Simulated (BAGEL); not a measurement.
**HF/cc-pVDZ (density fitting with qzvpp-jkfit) run of GeSiH5Cl (SMILES Cl[SiH2][GeH3])**

What is the vertical ionisation energy of GeSiH5Cl at HF/cc-pVDZ (density fitting with qzvpp-jkfit)? 

The results are computed with BAGEL 1.2.2.

### Step 1. The molecule

GeSiH5Cl: 8 atoms, total charge 0, spin state singlet. As SMILES, `Cl[SiH2][GeH3]`. The shape is that of a PBE0-D4/def2-TZVP optimisation.

Bond lengths: Cl1–Si2 2.062 Å, Si2–Ge3 2.377 Å, Si2–H4 1.484 Å, Si2–H5 1.484 Å, Ge3–H6 1.536 Å, Ge3–H7 1.538 Å, Ge3–H8 1.536 Å. Some angles: Cl1–Si2–Ge3 109.1°, Cl1–Si2–H4 107.8°, Cl1–Si2–H5 107.8°, Ge3–Si2–H4 111.5°, Ge3–Si2–H5 111.5°, Si2–Ge3–H6 110.0°, Si2–Ge3–H7 109.9°, Si2–Ge3–H8 110.0°, H4–Si2–H5 109.1°, H6–Ge3–H7 108.9°.

### Step 2. A single-point energy at HF/cc-pVDZ (density fitting with qzvpp-jkfit)

The input, hf.json:

```json
{ "bagel" : [

{
  "title" : "molecule",
  "basis" : "cc-pvdz.json",
  "df_basis" : "qzvpp-jkfit",
  "angstrom" : true,
  "geometry" : [
    { "atom" : "Cl", "xyz" : [      -2.290300,       1.217200,      -0.310600 ] },
    { "atom" : "Si", "xyz" : [      -0.414100,       0.602600,      -0.906900 ] },
    { "atom" : "Ge", "xyz" : [       0.581500,      -0.662200,       0.842700 ] },
    { "atom" : "H", "xyz" : [      -0.573600,      -0.206400,      -2.140800 ] },
    { "atom" : "H", "xyz" : [       0.380700,       1.815700,      -1.222200 ] },
    { "atom" : "H", "xyz" : [       0.711200,       0.201700,       2.106100 ] },
    { "atom" : "H", "xyz" : [       1.981500,      -1.135500,       0.415600 ] },
    { "atom" : "H", "xyz" : [      -0.284600,      -1.890300,       1.160200 ] }
  ]
},

{
  "title" : "hf"
},

{
  "title" : "print",
  "file" : "orbitals.molden",
  "orbitals" : true
}

]}
```

The basis set cc-pVDZ is read from a file made from the Basis Set Exchange's data (not shown).

Command:

```sh
$ BAGEL_NUM_THREADS=1 BAGEL hf.json > hf.out
```

The program printed:

```text
* using 1 threads per process

  ===============================================================
  ===============================================================

  *** Geometry ***

  { "atom" : "Cl", "xyz" : [     -4.328040,      2.300175,     -0.586949 ] },
  { "atom" : "Si", "xyz" : [     -0.782536,      1.138749,     -1.713793 ] },
  { "atom" : "Ge", "xyz" : [      1.098876,     -1.251377,      1.592472 ] },
  { "atom" : "H", "xyz" : [     -1.083947,     -0.390039,     -4.045526 ] },
  { "atom" : "H", "xyz" : [      0.719419,      3.431176,     -2.309623 ] },
  { "atom" : "H", "xyz" : [      1.343973,      0.381158,      3.979952 ] },
  { "atom" : "H", "xyz" : [      3.744492,     -2.145784,      0.785370 ] },
  { "atom" : "H", "xyz" : [     -0.537816,     -3.572149,      2.192460 ] },

  Number of auxiliary basis functions:      612

  Since a DF basis is specified, we compute 2- and 3-index integrals:
    o Being stored without compression. Storage requirement is 0.038 GB

  Number of basis functions:       88
  Number of electrons      :       68

    * METHOD: MOLECULE                             0.45

  *** RHF ***

  === Nuclear Repulsion ===
   314.9086464982

      * DIIS with orbital gradients will be used.

  === RHF iteration (cc-pvdz.json) ===
      0      -2826.65652171          0.00665935           0.17
      1      -2826.71587903          0.00222219           0.17
      2      -2826.72116877          0.00067047           0.17
      3      -2826.72180283          0.00008601           0.17
      4      -2826.72181190          0.00002705           0.17
      5      -2826.72181287          0.00000625           0.17
      6      -2826.72181292          0.00000127           0.17
      7      -2826.72181293          0.00000037           0.17
      8      -2826.72181293          0.00000010           0.18
      9      -2826.72181293          0.00000003           0.17
     10      -2826.72181293          0.00000001           0.17
    * SCF iteration converged.

    * Permanent dipole moment:
           (   -0.592359,     0.220099,     0.131065) a.u.

    * METHOD: HF                                   2.24

    * METHOD: PRINT                                0.02

  ===============================================================
```

It took 2.9 s on 1 thread of Arm Neoverse V1, shared host; peak memory 0.17 GiB.

### Step 3. The doublet cation at the same level

The input, hf.json:

```json
{ "bagel": [

{
  "title": "molecule",
  "basis": "cc-pvdz.json",
  "df_basis": "qzvpp-jkfit",
  "angstrom": "true",
  "geometry": [
    { "atom": "Cl", "xyz": [      -2.290300,       1.217200,      -0.310600 ] },
    { "atom": "Si", "xyz": [      -0.414100,       0.602600,      -0.906900 ] },
    { "atom": "Ge", "xyz": [       0.581500,      -0.662200,       0.842700 ] },
    { "atom": "H", "xyz": [      -0.573600,      -0.206400,      -2.140800 ] },
    { "atom": "H", "xyz": [       0.380700,       1.815700,      -1.222200 ] },
    { "atom": "H", "xyz": [       0.711200,       0.201700,       2.106100 ] },
    { "atom": "H", "xyz": [       1.981500,      -1.135500,       0.415600 ] },
    { "atom": "H", "xyz": [      -0.284600,      -1.890300,       1.160200 ] }
  ]
},

{ "title": "uhf", "charge": 1, "nopen": 1 },

{ "title": "print", "file": "orbitals.molden", "orbitals": "true" }

]}
```

The basis set cc-pVDZ is read from a file made from the Basis Set Exchange's data (not shown).

Command:

```sh
$ BAGEL_NUM_THREADS=1 BAGEL hf.json > hf.out
```

The program printed:

```text
* using 1 threads per process

  ===============================================================
  ===============================================================

  *** Geometry ***

  { "atom" : "Cl", "xyz" : [     -4.328040,      2.300175,     -0.586949 ] },
  { "atom" : "Si", "xyz" : [     -0.782536,      1.138749,     -1.713793 ] },
  { "atom" : "Ge", "xyz" : [      1.098876,     -1.251377,      1.592472 ] },
  { "atom" : "H", "xyz" : [     -1.083947,     -0.390039,     -4.045526 ] },
  { "atom" : "H", "xyz" : [      0.719419,      3.431176,     -2.309623 ] },
  { "atom" : "H", "xyz" : [      1.343973,      0.381158,      3.979952 ] },
  { "atom" : "H", "xyz" : [      3.744492,     -2.145784,      0.785370 ] },
  { "atom" : "H", "xyz" : [     -0.537816,     -3.572149,      2.192460 ] },

  Number of auxiliary basis functions:      612

  Since a DF basis is specified, we compute 2- and 3-index integrals:
    o Being stored without compression. Storage requirement is 0.038 GB

  Number of basis functions:       88
  Number of electrons      :       68

    * METHOD: MOLECULE                             0.45

  *** Open-shell HF ***

  === Nuclear Repulsion ===
   314.9086464982

      * DIIS with orbital gradients will be used.

  === UHF iteration (cc-pvdz.json) ===
      0      -2826.26085289          0.01602570           0.34
      1      -2826.34438151          0.00683316           0.34
      2      -2826.35565360          0.00288405           0.34
      3      -2826.35821291          0.00082766           0.35
      4      -2826.35861767          0.00023299           0.34
      5      -2826.35867142          0.00012763           0.34
      6      -2826.35870088          0.00004722           0.35
      7      -2826.35870689          0.00002499           0.35
      8      -2826.35870956          0.00000857           0.35
      9      -2826.35870983          0.00000531           0.35
     10      -2826.35870992          0.00000311           0.35
     11      -2826.35870995          0.00000140           0.35
     12      -2826.35870996          0.00000062           0.34
     13      -2826.35870996          0.00000031           0.33
     14      -2826.35870996          0.00000020           0.32
     15      -2826.35870996          0.00000011           0.33
     16      -2826.35870996          0.00000007           0.34
     17      -2826.35870996          0.00000004           0.33
     18      -2826.35870996          0.00000003           0.34
     19      -2826.35870996          0.00000001           0.34
     20      -2826.35870996          0.00000001           0.34
    * SCF iteration converged.

    * S^2 (UHF) is 0.7624

    * Permanent dipole moment:
           (   -0.938856,     0.266122,     0.389635) a.u.

    * METHOD: UHF                                  7.53

    * METHOD: PRINT                                0.02

  ===============================================================
```

Wall time 8.4 s (1 thread of Arm Neoverse V1, shared host); peak memory 0.17 GiB.

### Step 4. Outcome

At HF/cc-pVDZ (density fitting with qzvpp-jkfit):

| quantity | value |
| --- | --- |
| singlet GeSiH5Cl: total energy | -2826.72181 Eh |
| singlet GeSiH5Cl: dipole moment | 1.64 D |
| singlet GeSiH5Cl: HOMO energy | -10.82 eV |
| singlet GeSiH5Cl: LUMO energy | 3.06 eV |
| singlet GeSiH5Cl: HOMO–LUMO gap | 13.88 eV |
| doublet cation: total energy | -2826.35871 Eh |
| doublet cation: ⟨S²⟩ | 0.762 |
| vertical ionisation energy (to the doublet cation) | 9.881 eV |

What this shows: The vertical ionisation energy comes to 9.88 eV (953 kJ/mol). The negative HOMO energy of the first species, 10.82 eV, lies 0.94 eV above that difference.
